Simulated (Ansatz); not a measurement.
# C₃H₁₀BNSi: small, medium and large basis sets

One table from this session's results is given with a row withheld; the runs are named, their logs left out.

The runs use Ansatz 0.2.0, Gaussian basis; one geometry, several basis sets.

Levels to be run: PBE0-D4/def2-SVP; ωB97M-V/def2-SVP; PBE0-D4/def2-QZVPP; ωB97M-V/def2-QZVPP; the functionals' def2-TZVPP values are taken from earlier runs.

### The relaxed structure

An earlier PBE0-D4 in a triple-zeta def2 set relaxation fixed the geometry.

SMILES `BN(C=C)[SiH2]C`, 16 atoms, charge 0, spin multiplicity 1.

Atoms are counted from 1 here; the program's logs count them from 0.

Bond lengths: B1–N2 1.407 Å, B1–H7 1.195 Å, B1–H8 1.198 Å, N2–C3 1.404 Å, N2–Si5 1.773 Å, C3–C4 1.329 Å, C3–H9 1.086 Å, C4–H10 1.081 Å, C4–H11 1.083 Å, Si5–C6 1.863 Å, Si5–H12 1.487 Å, Si5–H13 1.480 Å, C6–H14 1.092 Å, C6–H15 1.093 Å, C6–H16 1.091 Å. Angles: N2–B1–H7 119.4°, N2–B1–H8 119.0°, H7–B1–H8 121.6°, B1–N2–C3 119.6°, B1–N2–Si5 120.4°, C3–N2–Si5 120.0°, N2–C3–C4 126.7°, N2–C3–H9 113.2°, C4–C3–H9 120.1°, C3–C4–H10 119.6°, C3–C4–H11 123.3°, H10–C4–H11 117.1°, N2–Si5–C6 111.2°, N2–Si5–H12 108.5°, N2–Si5–H13 106.2°, C6–Si5–H12 110.5°, C6–Si5–H13 111.0°, H12–Si5–H13 109.3° and more.

Coordinates:

| atom | x (Å) | y (Å) | z (Å) |
| --- | --- | --- | --- |
| B1 | -0.6735 | -1.8916 | 1.0228 |
| N2 | 0.0517 | -0.8371 | 0.4380 |
| C3 | 1.0225 | -1.1196 | -0.5357 |
| C4 | 1.7998 | -0.2413 | -1.1614 |
| Si5 | -0.2926 | 0.8433 | 0.8850 |
| C6 | -1.1670 | 1.7407 | -0.4931 |
| H7 | -1.5035 | -1.6469 | 1.8468 |
| H8 | -0.4441 | -3.0152 | 0.6765 |
| H9 | 1.1060 | -2.1785 | -0.7626 |
| H10 | 2.5153 | -0.5888 | -1.8940 |
| H11 | 1.7696 | 0.8243 | -0.9676 |
| H12 | 0.9920 | 1.5164 | 1.2136 |
| H13 | -1.1379 | 0.7832 | 2.0987 |
| H14 | -2.1356 | 1.2773 | -0.6943 |
| H15 | -1.3407 | 2.7827 | -0.2118 |
| H16 | -0.5853 | 1.7288 | -1.4165 |

The first run:

File in.yaml:

```yaml
crystal:
  periodic: [false, false, false]
  atoms:
    - {symbol: B, position_ang: [-0.673453, -1.891573, 1.022790]}
    - {symbol: N, position_ang: [0.051721, -0.837109, 0.438013]}
    - {symbol: C, position_ang: [1.022465, -1.119608, -0.535743]}
    - {symbol: C, position_ang: [1.799847, -0.241332, -1.161411]}
    - {symbol: Si, position_ang: [-0.292565, 0.843278, 0.885010]}
    - {symbol: C, position_ang: [-1.166989, 1.740692, -0.493103]}
    - {symbol: H, position_ang: [-1.503457, -1.646911, 1.846786]}
    - {symbol: H, position_ang: [-0.444067, -3.015234, 0.676466]}
    - {symbol: H, position_ang: [1.105968, -2.178539, -0.762618]}
    - {symbol: H, position_ang: [2.515321, -0.588810, -1.894023]}
    - {symbol: H, position_ang: [1.769628, 0.824257, -0.967599]}
    - {symbol: H, position_ang: [0.992015, 1.516371, 1.213557]}
    - {symbol: H, position_ang: [-1.137933, 0.783166, 2.098673]}
    - {symbol: H, position_ang: [-2.135617, 1.277348, -0.694250]}
    - {symbol: H, position_ang: [-1.340718, 2.782744, -0.211777]}
    - {symbol: H, position_ang: [-0.585264, 1.728759, -1.416468]}
basis:
  gaussian: {orbitals: def2-SVP}
hamiltonian: {xc: pbe0, dispersion: d4}
output: {orbitals: {seedname: orbitals}}
```

On the command line:

```bash
$ ansatz run in.yaml --threads 4 --pin off --events-out ev --progress --plain --max-ram 11315MiB
```

Steps of the session up to this table: PBE0-D4 in def2-SVP; ωB97M-V in def2-SVP; PBE0-D4 in def2-QZVPP; ωB97M-V in def2-QZVPP.

One of the session's tables, all rows but one given; the rest of the session is left out.

It belongs to the step «Functionals by basis». 

| functional | basis | HOMO (eV) |
| --- | --- | --- |
| PBE0-D4 | def2-SVP | -6.90 |
| PBE0-D4 | def2-TZVPP | -6.95 |
| PBE0-D4 | def2-QZVPP | -6.96 |
| ωB97M-V | def2-SVP | -9.08 |
| ωB97M-V | def2-TZVPP | -9.13 |
| ωB97M-V | def2-QZVPP | ? |

**Question.** Estimate the row for ωB97M-V, def2-QZVPP.

As computed: HOMO (eV): -9.14. In the column «HOMO (eV)» it is the lowest.
